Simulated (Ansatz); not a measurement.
# C₂H₇NO₂W: one species, many methods

One table from this session's results is given with a row withheld; the runs are named, their logs left out.

Method: functionals in def2-TZVPP, the program's frozen cores in correlated methods; program: Ansatz 0.2.0, Gaussian basis.

The runs, in order: LDA (SPW92), PBE-D4, revPBE-D4, BLYP-D4, r2SCAN-D4, B97M-V, PBE0-D4, B3LYP-D4, r2SCANh-D4, r2SCAN0-D4, HSE06-D4, BHLYP-D4, CAM-B3LYP-D4, LC-ωPBE, ωB97X-V, ωB97M-V, B2PLYP, PBE-QIDH; CCSD(T)/def2-SVP; MP2/def2-TZVPP; MP2/def2-QZVPP; RPA on PBE.

## The geometry

An earlier PBE0-D4 in a triple-zeta def2 set relaxation fixed the geometry. W takes the def2 core potential; no spin-orbit term is included.

SMILES `C[N]=[W]([CH3])(=[O])[OH]`, 13 atoms, charge 0, spin multiplicity 1.

Atoms are counted from 1 here; the program's logs count them from 0.

Bond lengths: C1–N2 1.419 Å, C1–H7 1.096 Å, C1–H8 1.095 Å, C1–H9 1.095 Å, N2–W3 1.748 Å, W3–C4 2.121 Å, W3–O5 1.710 Å, W3–O6 1.895 Å, C4–H10 1.095 Å, C4–H11 1.092 Å, C4–H12 1.093 Å, O6–H13 0.958 Å. Angles: N2–C1–H7 111.9°, N2–C1–H8 109.9°, N2–C1–H9 110.6°, H7–C1–H8 108.3°, H7–C1–H9 108.6°, H8–C1–H9 107.5°, C1–N2–W3 154.4°, N2–W3–C4 103.4°, N2–W3–O5 110.3°, N2–W3–O6 112.4°, C4–W3–O5 105.9°, C4–W3–O6 110.3°, O5–W3–O6 113.8°, W3–C4–H10 109.5°, W3–C4–H11 111.2°, W3–C4–H12 110.1°, H10–C4–H11 108.4°, H10–C4–H12 109.3° and more.

The first run:

in.yaml

```yaml
crystal:
  periodic: [false, false, false]
  atoms:
    - {symbol: C, position_ang: [-1.397695, -1.102081, 1.508212]}
    - {symbol: N, position_ang: [-0.436316, -0.308420, 0.829601]}
    - {symbol: W, position_ang: [0.079503, 0.897314, -0.325480]}
    - {symbol: C, position_ang: [1.178504, -0.225976, -1.749950]}
    - {symbol: O, position_ang: [-1.268340, 1.528634, -1.166665]}
    - {symbol: O, position_ang: [1.181956, 2.223556, 0.460487]}
    - {symbol: H, position_ang: [-2.415965, -0.896139, 1.160077]}
    - {symbol: H, position_ang: [-1.186734, -2.164156, 1.345016]}
    - {symbol: H, position_ang: [-1.354653, -0.920442, 2.587144]}
    - {symbol: H, position_ang: [1.539177, 0.439908, -2.540378]}
    - {symbol: H, position_ang: [0.557887, -0.999510, -2.206961]}
    - {symbol: H, position_ang: [2.032416, -0.710914, -1.268965]}
    - {symbol: H, position_ang: [1.490239, 2.238206, 1.367872]}
basis:
  gaussian: {orbitals: def2-TZVPP}
hamiltonian: {xc: lda}
output: {orbitals: {seedname: orbitals}}
```

Command:

```bash
> ansatz run in.yaml --threads 4 --pin off --events-out ev --progress --plain --max-ram 11315MiB
```

Steps of the session up to this table: LDA; PBE-D4 (GGA); revPBE-D4 (GGA); BLYP-D4 (GGA); r2SCAN-D4 (meta-GGA); B97M-V (meta-GGA); B3LYP-D4 (hybrid); r2SCANh-D4 (hybrid); r2SCAN0-D4 (hybrid); HSE06-D4 (hybrid); BHLYP-D4 (hybrid); CAM-B3LYP-D4 (range-separated); LC-ωPBE (range-separated); ωB97X-V (range-separated); ωB97M-V (range-separated); B2PLYP (double hybrid); PBE-QIDH (double hybrid).

One of the session's tables, all rows but one given; the rest of the session is left out.

It belongs to the step «Frontier levels by functional». 

| functional | HOMO (eV) | gap (eV) |
| --- | --- | --- |
| LDA (SPW92) | -6.28 | 4.01 |
| PBE-D4 | -6.11 | 4.08 |
| revPBE-D4 | -6.04 | 4.10 |
| BLYP-D4 | -6.00 | 4.05 |
| r2SCAN-D4 | -6.36 | 4.46 |
| B97M-V | -6.44 | 4.56 |
| PBE0-D4 | -7.44 | 6.23 |
| B3LYP-D4 | -7.23 | 5.77 |
| r2SCANh-D4 | -6.87 | 5.26 |
| r2SCAN0-D4 | ? | ? |
| HSE06-D4 | -7.04 | 5.45 |
| BHLYP-D4 | -8.71 | 8.43 |
| CAM-B3LYP-D4 | -8.81 | 8.66 |
| LC-ωPBE | -10.10 | 11.13 |
| ωB97X-V | -9.77 | 10.71 |
| ωB97M-V | -9.71 | 10.56 |

Estimate the missing values for r2SCAN0-D4.

Worked estimate for «HOMO (eV)». Against the share of exact exchange, r2SCAN-D4 (0, -6.36), r2SCANh-D4 (0.1, -6.87) give a slope of -5.10 per unit share; at 0.25 the line stands at -7.63.

The run gave: HOMO (eV): -7.63; gap (eV): 6.49. In «HOMO (eV)» the line misses by 0.00.
